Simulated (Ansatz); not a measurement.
# CCl₃NOSn: one species, many methods

The task here is to estimate one member of a computed series from the others.

The runs use Ansatz 0.2.0, Gaussian basis; functionals in def2-TZVPP, the program's frozen cores in correlated methods.

The runs, in order: LDA (SPW92), PBE-D4, revPBE-D4, BLYP-D4, r2SCAN-D4, B97M-V, PBE0-D4, B3LYP-D4, r2SCANh-D4, r2SCAN0-D4, HSE06-D4, BHLYP-D4, CAM-B3LYP-D4, LC-ωPBE, ωB97X-V, ωB97M-V, B2PLYP, PBE-QIDH; CCSD(T)/def2-SVP; CCSD(T)/def2-TZVPP; MP2/def2-QZVPP; extrapolation to the limit; RPA on PBE.

## Structure used throughout

An earlier PBE0-D4 in a triple-zeta def2 set relaxation fixed the geometry. Sn takes the def2 core potential; no spin-orbit term is included.

7 atoms, charge 0, spin multiplicity 1.

Atoms are counted from 1 here; the program's logs count them from 0.

Bond lengths: O1–C2 1.160 Å, C2–N3 1.209 Å, N3–Sn4 1.984 Å, Sn4–Cl5 2.280 Å, Sn4–Cl6 2.289 Å, Sn4–Cl7 2.289 Å. Angles: O1–C2–N3 175.8°, C2–N3–Sn4 133.8°, N3–Sn4–Cl5 107.1°, N3–Sn4–Cl6 109.8°, N3–Sn4–Cl7 109.8°, Cl5–Sn4–Cl6 110.2°, Cl5–Sn4–Cl7 110.2°, Cl6–Sn4–Cl7 109.7°.

The first run:

in.yaml

```yaml
crystal:
  periodic: [false, false, false]
  atoms:
    - {symbol: O, position_ang: [1.041269, -2.370114, 1.671116]}
    - {symbol: C, position_ang: [0.985925, -1.453029, 0.962372]}
    - {symbol: N, position_ang: [1.016748, -0.503996, 0.214504]}
    - {symbol: Sn, position_ang: [-0.367189, 0.717430, -0.513710]}
    - {symbol: Cl, position_ang: [0.708974, 2.250002, -1.813743]}
    - {symbol: Cl, position_ang: [-1.459372, 1.763775, 1.204022]}
    - {symbol: Cl, position_ang: [-1.864954, -0.472067, -1.770360]}
basis:
  gaussian: {orbitals: def2-TZVPP}
hamiltonian: {xc: lda}
output: {orbitals: {seedname: orbitals}}
```

On the command line:

```bash
$ ansatz run in.yaml --threads 4 --pin off --events-out ev --progress --plain --max-ram 11315MiB
```

Steps of the session up to this table: LDA; PBE-D4 (GGA); revPBE-D4 (GGA); BLYP-D4 (GGA); r2SCAN-D4 (meta-GGA); B97M-V (meta-GGA); PBE0-D4 (hybrid); B3LYP-D4 (hybrid); r2SCANh-D4 (hybrid); r2SCAN0-D4 (hybrid); HSE06-D4 (hybrid); BHLYP-D4 (hybrid); CAM-B3LYP-D4 (range-separated); LC-ωPBE (range-separated); ωB97X-V (range-separated); ωB97M-V (range-separated); B2PLYP (double hybrid); PBE-QIDH (double hybrid).

One of the session's tables, all rows but one given; the rest of the session is left out.

It belongs to the step «Frontier levels by functional». 

```
  functional  HOMO (eV)  LUMO (eV)  gap (eV)
 LDA (SPW92)      -8.09      -4.26      3.83
      PBE-D4      -7.86      -3.93      3.93
   revPBE-D4      -7.78      -3.82      3.96
     BLYP-D4      -7.71      -3.86      3.85
   r2SCAN-D4      -8.21      -3.77      4.44
      B97M-V      -8.22      -3.63      4.59
     PBE0-D4      -9.30      -3.03      6.27
    B3LYP-D4      -9.03      -3.33      5.70
  r2SCANh-D4      -8.74      -3.44      5.30
  r2SCAN0-D4      -9.55      -2.94      6.61
    HSE06-D4      -8.90      -3.40      5.49
    BHLYP-D4     -10.62      -2.03      8.59
CAM-B3LYP-D4     -10.68      -2.01      8.66
     LC-ωPBE     -12.05      -0.75     11.29
     ωB97X-V          ?          ?         ?
     ωB97M-V     -11.55      -0.94     10.61
```

Estimate the missing values for ωB97X-V.

As computed: HOMO (eV): -11.67; LUMO (eV): -0.86; gap (eV): 10.81. In the column «HOMO (eV)» it lies between LC-ωPBE (-12.05) and ωB97M-V (-11.55).
